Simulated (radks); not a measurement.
# K²⁺ in [Ne] 3s2 3p3 4s2: an all-electron calculation

The task here is to estimate one member of a computed series from the others.

Method: Dirac Kohn-Sham, PBEsol, spin-unpolarised, spherical densities, finite nucleus; open shells fill j = l - 1/2 first. Code: radks (a radial shooting solver on a logarithmic mesh, Libxc functionals) version 1.

### What is computed

```
element            : potassium (Z = 19)
charge             : +2
electrons          : 17
configuration      : [Ne] 3s2 3p3 4s2
nuclear rms radius : 3.4349 fm
```

Set-up of the first run:

Input:

```text
Z 19
configuration [Ne] 3s2 3p3 4s2
relativity Dirac
functional pbe_sol,pbe_sol
spin unpolarised
j_filling energy
nucleus finite rms 3.4349 fm
c 137.035999084
```

Started as:

```console
$ python run_ks.py task.json out
```

This one command runs every case of the session in turn.

One of the session's tables, all rows but one given; the rest of the session is left out.

It belongs to the step «Orbitals and density». From the orbitals of this run (lengths in bohr):

```
level     <r>  outermost maximum (interpolated)  90 % within  nodes
1s1/2       ?                                 ?            ?      ?
2s1/2  0.3872                             0.318        0.604      1
2p1/2  0.3480                             0.261        0.575      0
2p3/2  0.3505                             0.263        0.579      0
3s1/2   1.182                              1.04         1.75      2
3p1/2   1.261                              1.08         1.91      1
3p3/2   1.267                              1.09         1.92      1
4s1/2   3.008                              2.77         4.31      3
```

Q: Estimate the row for 1s1/2 from the others.

As computed: <r>: 0.08112; outermost maximum (interpolated): 0.0531; 90 % within: 0.145; nodes: 0. In the column «<r>» it is the lowest.
